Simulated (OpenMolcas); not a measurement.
# Ir⁶⁺ among point charges: CASSCF and CASPT2 levels and susceptibility

Aim: the splitting of the states of Ir⁶⁺ in the field of 4 point charges, its lowest levels with spin-orbit coupling and its magnetic susceptibility.

Method: state-averaged CASSCF and CASPT2, spin-orbit coupling by RASSI with atomic mean-field integrals. Code: OpenMolcas 26.06.

## (1) Starting point

* Species: Ir⁶⁺ (iridium, Z = 77, 71 electrons)
* Basis: ANO-RCC-VDZP [7s6p4d2f], 59 functions
* Scalar Hamiltonian: DKH2, point nucleus
* Inactive shells: 1s 2s 2p 3s 3p 3d 4s 4p 4d 4f 5s 5p
* Active space: 3 electrons in 5 orbitals (5d)
* Some configurations of this space: 5d3
* Orbitals: optimised for each spin and parity, averaged over all roots

The outer shells:

5d3
```
5d [↑ ][↑ ][↑ ][  ][  ]
```

The ion sits among 4 point charges of -2.5 e arranged as a tetrahedron (Td), 1.79 Å from the ion.

Each step is its own input file, run in one work folder so that later steps find the files of earlier ones. Labels, J, g values, rates, χT and fits are worked out afterwards by a script from the matrices that RASSI stores.

## (2) One- and two-electron integrals

Input file a.inp:

```
&GATEWAY
Coord
1

Ir 0.0 0.0 0.0
Basis=ANO-RCC-VDZP
Group=NoSym
NoMove
AngMom=0.0 0.0 0.0
AMFI
XField
4 Angstrom 0
1.033457 1.033457 1.033457 -2.500000
1.033457 -1.033457 -1.033457 -2.500000
-1.033457 1.033457 -1.033457 -2.500000
-1.033457 -1.033457 1.033457 -2.500000
&SEWARD
```

On the command line:

```bash
$ OMP_NUM_THREADS=1 MOLCAS_MEM=1689 MOLCAS_PROJECT=a pymolcas a.inp > a.log
```

## (3) CASSCF: quartets, 10 roots

Input file a.inp:

```
&RASSCF
FileOrb=start.orb
Symmetry=1
Spin=4
nActEl=3 0 0
Inactive=34
Ras2=5
CIRoot=10 10 1
SDav=10
CIMx=300
Iter=120 100
PrWF=0.3
OrbListing=Nothing
MaxOrb=0
>>> COPY $Project.JobIph JOB001
```

start.orb holds the contracted functions of the basis, ordered by shell, or the orbitals of the step before.

## (4) Reference wave functions, doublets, 40 roots

Input file a.inp:

```
&RASSCF
FileOrb=start.orb
Symmetry=1
Spin=2
nActEl=3 0 0
Inactive=34
Ras2=5
CIRoot=40 40 1
SDav=40
CIMx=300
Iter=120 100
PrWF=0.3
OrbListing=Nothing
MaxOrb=0
>>> COPY $Project.JobIph JOB002
```

## (5) State interaction with spin-orbit coupling

Input file a.inp:

```
&RASSI
NrOfJobIphs=2 10 40
1 2 3 4 5 6 7 8 9 10
1 2 3 4 5 6 7 8 9 10 11 12 13 14 15 16 17 18 19 20 21 22 23 24 25 26 27
28 29 30 31 32 33 34 35 36 37 38 39 40
IphNames
JOB001
JOB002
EJob
SpinOrbit
DIPRint=1.0
SOCoupling=1000.0
Subsets=2
Property=9
'ANGMOM' 1 'ANGMOM' 2 'ANGMOM' 3 'MLTPL  1' 1 'MLTPL  1' 2 'MLTPL  1' 3
'AMFI' 1 'AMFI' 2 'AMFI' 3
SOProperty=3
'ANGMOM' 1 'ANGMOM' 2 'ANGMOM' 3
```

## (6) CASPT2: IPEA 0.25, imaginary shift 0.1 (closed shells correlated: 4f 5s 5p)

Input file a.inp:

```
>>> COPY JOB001 $Project.JobIph
&CASPT2
Multistate=10 1 2 3 4 5 6 7 8 9 10
NoMult
Frozen=23
IPEA=0.25
Imaginary=0.1
MaxIter=60
WThr=0.0 0.3 0.05
PrWF=0.5
NoMix
>>> COPY JOB002 $Project.JobIph
&CASPT2
Multistate=40 1 2 3 4 5 6 7 8 9 10 11 12 13 14 15 16 17 18 19 20 21 22
23 24 25 26 27 28 29 30 31 32 33 34 35 36 37 38 39 40
NoMult
Frozen=23
IPEA=0.25
Imaginary=0.1
MaxIter=60
WThr=0.0 0.3 0.05
PrWF=0.5
NoMix
```

(Steps that only read results are left out.)

Q: Predict the outcome of this session. Wanted: spin-free ground state; first state of the same spin within the active space; lowest level; next level.

As calculated:

```
                                            quantity                                                                           value
                                              method  SS-CASPT2, IPEA 0.25, imaginary shift 0.1 (closed shells correlated: 4f 5s 5p)
                              spin-free ground state                                                 4T1, 3-fold in its orbital part
first state of the same spin within the active space                                                                4T2 at 4570 cm⁻¹
                                        lowest level                                                                       4-fold Γ8
                                          next level                                                                     6932.4 cm⁻¹
                                         χT at 300 K                                                                  0.12 cm³ K/mol
                           effective moment at 300 K                                                                         0.98 μB
```

Cost by method:

| method | time of its own steps | time with the reference |
| --- | --- | --- |
| A. CASSCF | 11 s | 11 s |
| B. SS-CASPT2, IPEA 0.25, imaginary shift 0.1, +4f 5s 5p | 11 s | 22 s |

Times are of one thread on a shared host.

The spin-free ground state (4T1) comes to 99 % from free-ion F terms and keeps the highest spin of the shell. χT at 300 K is 0.12, against 1.88 cm³ K/mol for the spin alone, so spin-orbit coupling lowers it. A ligand-field fit to the states below 45000 cm-1 gives 10Dq = -5442 cm-1, B = 852 cm-1 and C = 3834 cm-1 (C/B = 4.50), with a deviation of 299 cm-1. CASPT2 does not keep the components of a term degenerate, and the means are used. The field of point charges can differ much from that of real complexes. Point charges carry no covalency, so the field is a model and not that of real ligands.
